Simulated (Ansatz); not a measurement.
Predict the output of the script below (Ansatz's Python interface).

Contents of `c2h4bi.xyz`:
```text
8

C     0.88870    0.99870    0.25380
C    -0.26390    0.40270   -0.16280
B    -0.42850   -1.14890   -0.05150
I    -2.15800   -2.14150   -0.72280
H     1.68300    0.49860    0.65390
H     0.90630    2.13810    0.14240
H    -1.05600    0.97400   -0.58290
H     0.52060   -1.77890    0.41400
```

`opt_c2h4bi.py`
```python
"""Geometry optimisation of C2H4BI."""

import itertools

import ansatz as az
from ase.data import atomic_numbers, covalent_radii
import numpy as np

system = az.Crystal.molecule_from_extxyz("c2h4bi.xyz")

job = system.calculation().basis(gaussian="def2-SVP").functional("B3LYP", dispersion="d4")
symbols = [site.symbol for site in system.cartesian_sites]
start = np.array([site.position_ang for site in system.cartesian_sites], dtype=float)
summary = job.relax(force_tolerance=0.01, max_steps=100).run().report
end = np.array(summary["positions_ang"])

for key in ("converged", "free_energy_ev", "reference_energy_ev", "n_frozen", "n_occupied", "n_virtual"):
    print(f"{key:22s} {summary[key]}")

# pairs closer than 1.2 times the sum of covalent radii, before or after
radius = [covalent_radii[atomic_numbers[s]] for s in symbols]
span = lambda where, i, j: np.linalg.norm(where[i] - where[j])
bonded = [(i, j) for i, j in itertools.combinations(range(len(symbols)), 2) if min(span(start, i, j), span(end, i, j)) < 1.2 * (radius[i] + radius[j])]
print("pair        before    after (A)")
for i, j in bonded:
    print(f"{symbols[i]}{i}-{symbols[j]}{j}".ljust(10), f"{span(start, i, j):8.4f} {span(end, i, j):8.4f}")
for first, second in list(itertools.combinations(bonded, 2)):
    shared = set(first) & set(second)
    if shared and symbols[(j := shared.pop())] != "H":
        i, k = sorted((set(first) | set(second)) - {j})
        u, v = end[i] - end[j], end[k] - end[j]
        angle = np.degrees(np.arccos(np.clip(u @ v / np.linalg.norm(u) / np.linalg.norm(v), -1, 1)))
        print(f"final angle {symbols[i]}{i}-{symbols[j]}{j}-{symbols[k]}{k}: {angle:.2f} deg")
```

```console
$ python opt_c2h4bi.py
converged              True
free_energy_ev         -10917.215764252214
reference_energy_ev    -10916.952724894836
n_frozen               0
n_occupied             [23, 23]
n_virtual              [65, 65]
pair        before    after (A)
C0-C1        1.3628   1.3493
C0-H4        1.0203   1.0955
C0-H5        1.1450   1.0960
C1-B2        1.5643   1.5335
C1-H6        1.0632   1.0962
B2-I3        2.1041   2.1432
B2-H7        1.2306   1.2018
final angle C1-C0-H4: 121.15 deg
final angle C1-C0-H5: 122.56 deg
final angle C0-C1-B2: 120.26 deg
final angle C0-C1-H6: 118.44 deg
final angle H4-C0-H5: 116.29 deg
final angle B2-C1-H6: 121.31 deg
final angle C1-B2-I3: 121.03 deg
final angle C1-B2-H7: 122.96 deg
final angle I3-B2-H7: 116.01 deg
```

Caveats:
- Total energies depend on the basis set; only differences at equal settings carry meaning.
- The end point is the stationary point reached from this start; no frequency run checks that it is a minimum, and the basis set is modest.
- def2 sets replace the cores of elements past krypton by effective core potentials.
- Total less reference energy is the dispersion correction.
- b3lyp holds the VWN-RPA fit, as in Gaussian; the form of ORCA and Turbomole is b3lyp5.
- The whole script took 41 s on 1 thread of Arm Neoverse V1, on a shared host, peak memory 0.26 GiB.
